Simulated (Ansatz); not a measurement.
# C₂H₈FNOSi: up Jacob's ladder to CCSD(T)

The task here is to estimate one member of a computed series from the others.

Computed with Ansatz 0.2.0, Gaussian basis. Level: functionals in def2-TZVPP, the program's frozen cores in correlated methods.

Plan: LDA (SPW92), PBE-D4, revPBE-D4, BLYP-D4, r2SCAN-D4, B97M-V, PBE0-D4, B3LYP-D4, r2SCANh-D4, r2SCAN0-D4, HSE06-D4, BHLYP-D4, CAM-B3LYP-D4, LC-ωPBE, ωB97X-V, ωB97M-V, B2PLYP, PBE-QIDH; CCSD(T)/def2-SVP; CCSD(T)/def2-TZVPP; MP2/def2-QZVPP; extrapolation to the limit; RPA on PBE.

## The geometry

An earlier PBE0-D4 in a triple-zeta def2 set relaxation fixed the geometry.

SMILES `CN[SiH](F)OC`, 14 atoms, charge 0, spin multiplicity 1.

Atoms are counted from 1 here; the program's logs count them from 0.

Bond lengths: C1–N2 1.446 Å, C1–H7 1.094 Å, C1–H8 1.096 Å, C1–H9 1.093 Å, N2–Si3 1.685 Å, N2–H10 1.007 Å, Si3–F4 1.605 Å, Si3–O5 1.626 Å, Si3–H11 1.479 Å, O5–C6 1.411 Å, C6–H12 1.094 Å, C6–H13 1.091 Å, C6–H14 1.095 Å. Angles: N2–C1–H7 111.4°, N2–C1–H8 112.8°, N2–C1–H9 109.6°, H7–C1–H8 108.3°, H7–C1–H9 107.1°, H8–C1–H9 107.4°, C1–N2–Si3 125.5°, C1–N2–H10 114.9°, Si3–N2–H10 118.7°, N2–Si3–F4 114.9°, N2–Si3–O5 106.4°, N2–Si3–H11 109.9°, F4–Si3–O5 106.9°, F4–Si3–H11 104.0°, O5–Si3–H11 115.0°, Si3–O5–C6 125.3°, O5–C6–H12 111.6°, O5–C6–H13 108.1° and more.

Set-up of the first run:

in.yaml

```yaml
crystal:
  periodic: [false, false, false]
  atoms:
    - {symbol: C, position_ang: [-0.194105, -2.536845, 0.608325]}
    - {symbol: N, position_ang: [-0.601151, -1.184491, 0.297798]}
    - {symbol: Si, position_ang: [0.434026, 0.079071, -0.114057]}
    - {symbol: F, position_ang: [0.931566, 0.073522, -1.639680]}
    - {symbol: O, position_ang: [-0.409463, 1.452558, 0.104028]}
    - {symbol: C, position_ang: [-0.073962, 2.710079, -0.439803]}
    - {symbol: H, position_ang: [-0.705484, -2.912631, 1.499564]}
    - {symbol: H, position_ang: [-0.378666, -3.236239, -0.214742]}
    - {symbol: H, position_ang: [0.877767, -2.558122, 0.819988]}
    - {symbol: H, position_ang: [-1.592506, -1.058497, 0.173327]}
    - {symbol: H, position_ang: [1.684039, -0.017323, 0.670902]}
    - {symbol: H, position_ang: [0.158536, 2.638332, -1.506354]}
    - {symbol: H, position_ang: [-0.929369, 3.374994, -0.310294]}
    - {symbol: H, position_ang: [0.785673, 3.146293, 0.079797]}
basis:
  gaussian: {orbitals: def2-TZVPP}
hamiltonian: {xc: lda}
output: {orbitals: {seedname: orbitals}}
```

Run with:

```bash
> ansatz run in.yaml --threads 2 --pin off --events-out ev --progress --plain --max-ram 32768MiB --backend cuda --devices 0, --max-vram 18GiB
```

Steps of the session up to this table: LDA; PBE-D4 (GGA); revPBE-D4 (GGA); BLYP-D4 (GGA); r2SCAN-D4 (meta-GGA); B97M-V (meta-GGA); B3LYP-D4 (hybrid); r2SCANh-D4 (hybrid); r2SCAN0-D4 (hybrid); HSE06-D4 (hybrid); BHLYP-D4 (hybrid); CAM-B3LYP-D4 (range-separated); LC-ωPBE (range-separated); ωB97X-V (range-separated); ωB97M-V (range-separated); B2PLYP (double hybrid); PBE-QIDH (double hybrid).

One of the session's tables, all rows but one given; the rest of the session is left out.

It belongs to the step «Frontier levels by functional». 

| functional | HOMO (eV) | LUMO (eV) | gap (eV) |
| --- | --- | --- | --- |
| LDA (SPW92) | -5.88 | -0.05 | 5.83 |
| PBE-D4 | -5.74 | 0.18 | 5.92 |
| revPBE-D4 | -5.69 | 0.27 | 5.96 |
| BLYP-D4 | -5.62 | 0.22 | 5.84 |
| r2SCAN-D4 | -6.01 | 0.75 | 6.77 |
| B97M-V | -6.16 | 0.36 | 6.52 |
| PBE0-D4 | -7.16 | 1.02 | 8.18 |
| B3LYP-D4 | -6.92 | 0.72 | 7.63 |
| r2SCANh-D4 | ? | ? | ? |
| r2SCAN0-D4 | -7.35 | 1.41 | 8.76 |
| HSE06-D4 | -6.75 | 0.65 | 7.40 |
| BHLYP-D4 | -8.50 | 1.70 | 10.19 |
| CAM-B3LYP-D4 | -8.58 | 1.85 | 10.43 |
| LC-ωPBE | -9.98 | 3.14 | 13.12 |
| ωB97X-V | -9.61 | 2.94 | 12.55 |
| ωB97M-V | -9.53 | 2.51 | 12.04 |

**Question.** Estimate the row for r2SCANh-D4.

Worked estimate for «HOMO (eV)». Against the share of exact exchange, r2SCAN-D4 (0, -6.01), r2SCAN0-D4 (0.25, -7.35) give a slope of -5.36 per unit share; at 0.1 the line stands at -6.55.

The run gave: HOMO (eV): -6.55; LUMO (eV): 1.03; gap (eV): 7.57. In «HOMO (eV)» the line misses by 0.00.
